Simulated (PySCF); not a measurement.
**A diatomic session: PmF**

An exercise on one series of results from a longer session: the logs are not shown, and one member is left open.

The runs use PySCF 2.14.0; Pm x2c-SVPall, F x2c-SVPall, spin-free X2C with a Gaussian nucleus.

The first run:

Settings of the job:

| Item | Value |
| --- | --- |
| atoms | Pm, F |
| charge | 0 |
| basis | Pm x2c-SVPall, F x2c-SVPall |
| Hamiltonian | spin-free X2C with a Gaussian nucleus |
| basis functions | 99 |
| electrons treated | 70 |
| masses in u | 144.9127, 18.9984 |
| levels | PBE0, PBE, r²SCAN, B3LYP, TPSS, HSE06, HF, MP2, SCS-MP2 |
| grid | 80 radial by 434 angular points |
| occupations | held fixed by the projection of orbital angular momentum |
| dissociation limit | Pm + F, each in its ground configuration |
| starting distance in angstrom | 2.155 |
| values of 2S to try | 4, 6, 8 |

On the command line:

```bash
$ OMP_NUM_THREADS=2 python dia.py task.json out
```

Among the steps run: Input; PBE0 along the bond; Excited determinants; PBE; r²SCAN (meta-GGA); B3LYP (global hybrid GGA); TPSS; HSE06 (range-separated hybrid); UHF.

One of the session's tables, all rows but one given; the rest of the session is left out.

It belongs to the step «The curves together». Energy (eV) from each level's lowest point:

| R (Å) | UHF | UHF-MP2 | UHF-SCS-MP2 | PBE | TPSS |
| --- | --- | --- | --- | --- | --- |
| 1.768 | 1.533 | 1.063 | 1.174 | 0.978 | 0.985 |
| 1.850 | 0.792 | 0.479 | 0.550 | 0.430 | 0.434 |
| 1.933 | 0.335 | 0.152 | 0.190 | 0.129 | 0.131 |
| 1.994 | 0.135 | 0.034 | 0.051 | 0.024 | 0.026 |
| 2.056 | 0.030 | 0.000 | 0.000 | 0.000 | 0.000 |
| 2.118 | 0.000 | 0.033 | 0.018 | 0.039 | 0.038 |
| 2.200 | 0.050 | 0.157 | 0.123 | 0.164 | 0.162 |
| 2.303 | ? | ? | ? | ? | ? |
| 2.426 | 0.510 | 0.771 | 0.700 | 0.756 | 0.759 |
| 2.591 | 0.982 | 1.324 | 1.235 | 1.278 | 1.286 |

Q: Estimate the row for R (Å) = 2.303 from the others.

Worked estimate for «UHF». A straight line through the neighbours (2.200, 0.050) and (2.426, 0.510) gives 0.050 + (0.510 − 0.050) × (2.303 − 2.200) / (2.426 − 2.200) = 0.260; a parabola fitted to 4 rows on both sides gives 0.230.

The run gave: UHF: 0.216; UHF-MP2: 0.400; UHF-SCS-MP2: 0.347; PBE: 0.401; TPSS: 0.401. In «UHF» the line misses by +0.044 and the parabola by +0.014.

Limits of these values: At some levels the lowest empty orbital lies below the highest filled one (the two can be of opposite spin).
